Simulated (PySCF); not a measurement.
# A diatomic session: GaO

What are the lowest state that PBE0 finds, the bond length, vibrational wavenumber and bond energy of GaO, and how much do these hang on the method?

Computed with PySCF 2.14.0. Level: Ga cc-pVDZ-PP with ECP10, O cc-pVDZ, scalar-relativistic core potentials.

**1. Input**

A driver script around PySCF takes these settings:

```yaml
atoms: Ga, O
charge: 0
basis: Ga cc-pVDZ-PP with ECP10, O cc-pVDZ
Hamiltonian: scalar-relativistic core potentials
basis_functions: 37
electrons_treated: 29
masses_in_u: 68.9256, 15.9949
levels: PBE0, PBE, r²SCAN, M06-2X, revPBE, M06-L, ωB97X, HF, MP2, SCS-MP2, CCSD, CCSD(T)
grid: 80 radial by 434 angular points
occupations: held fixed by the projection of orbital angular momentum
dissociation_limit: Ga + O, each in its ground configuration
starting_distance_in_angstrom: 1.805
values_of_2S_to_try: 1, 3
```

Run with:

```
> OMP_NUM_THREADS=1 python dia.py task.json out
```

Further steps of the session: PBE0 along the bond; Other states along the same grid; PBE (GGA); r²SCAN; M06-2X (hybrid meta-GGA); revPBE (GGA); M06-L; ωB97X (range-separated hybrid); UHF; Adding correlation.

Before running it: what results should come out? Wanted: for each run, Re; ωe; De; μ.

**Answer**, as computed:

Lowest PBE0 solution found, without spin–orbit coupling: ²Σ⁺ (doublet), unpaired electrons σ ↑. State 2 has its PBE0 minimum 0.13 eV higher. State 3 has its PBE0 minimum 3.34 eV higher. The other levels ran on the lowest alone.

```csv
level,Re (Å),ωe (cm⁻¹),De (eV),μ (D)
UHF,1.808,631,1.44,-3.12
UHF-MP2,1.744,626,3.34,n/a
UHF-SCS-MP2,1.760,623,3.17,n/a
UHF-CCSD,1.741,705,3.30,n/a
UHF-CCSD(T),1.740,710,3.51,n/a
PBE,1.732,723,4.55,-3.20
revPBE,1.741,709,4.26,-3.24
r²SCAN,1.716,735,4.24,-3.30
M06-L,1.742,694,4.25,-3.32
PBE0,1.729,703,3.87,-3.40
M06-2X,1.727,740,3.86,-3.78
ωB97X,1.744,664,3.95,-3.23
```

De is counted to Ga + O in their ground configurations. A positive dipole means Ga(−)O(+).

**Reading.** Bond lengths run from 1.716 Å (r²SCAN) to 1.808 Å (UHF). Among the levels with a De in the table, it runs from 1.44 eV (UHF) to 4.55 eV (PBE).

Correlated steps freeze 5 core orbitals. T1 is 0.052 near the minimum (highest on the curve 0.054), which may point to more than one leading configuration.
